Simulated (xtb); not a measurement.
# [CrHCl5O]4− (SMILES [OH][Cr-4]([Cl])([Cl])([Cl])([Cl])[Cl]) at GFN2-xTB

Aim: a geometry optimisation of [CrHCl5O]4−. 

The calculation is run with xtb 6.7.1.

8 further runs of the same task are left out: 8 set aside as unsound or not needed.

## 1. The structure to begin with

[CrHCl5O]4−: 8 atoms, total charge -4, spin state triplet. As SMILES, `[OH][Cr-4]([Cl])([Cl])([Cl])([Cl])[Cl]`. Geometry: a GFN2-xTB relaxation, a rough one for these elements and not checked as a minimum. This is one conformer, not always the lowest. The run starts from this shape.

Bond lengths: Cr1–O2 2.169 Å, Cr1–Cl4 2.467 Å, Cr1–Cl5 2.465 Å, Cr1–Cl6 2.476 Å, Cr1–Cl7 2.475 Å, Cr1–Cl8 2.468 Å, O2–H3 0.968 Å. Some angles: O2–Cr1–Cl4 179.5°, O2–Cr1–Cl5 88.8°, O2–Cr1–Cl6 87.5°, O2–Cr1–Cl7 87.7°, O2–Cr1–Cl8 89.0°, Cl4–Cr1–Cl5 91.5°, Cl4–Cr1–Cl6 92.2°, Cl4–Cr1–Cl7 91.9°, Cl4–Cr1–Cl8 91.4°, Cl5–Cr1–Cl6 176.2°.

## 2. A structure relaxation at GFN2-xTB

geom.xyz

```xyz
8
[Cr(OH)Cl5]4-
Cr     0.09947000    -0.07234000    -0.31152000
O      0.08375000    -0.05263000     1.85698000
H     -0.66309000     0.47576000     2.17333000
Cl     0.10404000    -0.07727000    -2.77807000
Cl     2.56356000    -0.10805000    -0.24031000
Cl    -2.37465000    -0.02735000    -0.22108000
Cl     0.12116000     2.40097000    -0.23489000
Cl     0.06577000    -2.53909000    -0.24445000
```

Command:

```console
$ xtb geom.xyz --chrg -4 --uhf 2 -o vtight | tee geom.out
```

**Question.** What will come out? Wanted: total energy at the end; HOMO energy; LUMO energy; dispersion energy; mean polarisability.

Answer, from the run:

Level: GFN2-xTB.

```
                      quantity          value
       total energy at the end   -30.02855 Eh
   HOMO energy (partly filled)        5.54 eV
                   LUMO energy        6.00 eV
             dispersion energy  -23.89 kJ/mol
mean polarisability (D4 model)    126.5 bohr³
```

What this shows: At the final geometry: Bond lengths: Cr1–O2 1.997 Å, Cr1–Cl4 2.577 Å, Cr1–Cl5 2.577 Å, Cr1–Cl7 2.572 Å, Cr1–Cl8 2.504 Å, O2–H3 0.968 Å. Some angles: O2–Cr1–Cl4 135.1°, O2–Cr1–Cl5 135.1°, O2–Cr1–Cl7 82.2°, O2–Cr1–Cl8 87.0°, Cl4–Cr1–Cl5 89.7°, Cl4–Cr1–Cl7 94.1°, Cl4–Cr1–Cl8 93.5°, Cl5–Cr1–Cl7 94.1°, Cl5–Cr1–Cl8 93.6°, Cl7–Cr1–Cl8 169.2°. The optimisation took 120 steps and changed the energy by -5.872 eV. Bonds broke or formed on the way. Mulliken charges run from -1.00 on Cl6 to +0.55 on Cr1. The HOMO lies at positive energy, 5.54 eV: the electron is unbound at this level or held by a compact basis; values depend on the basis.
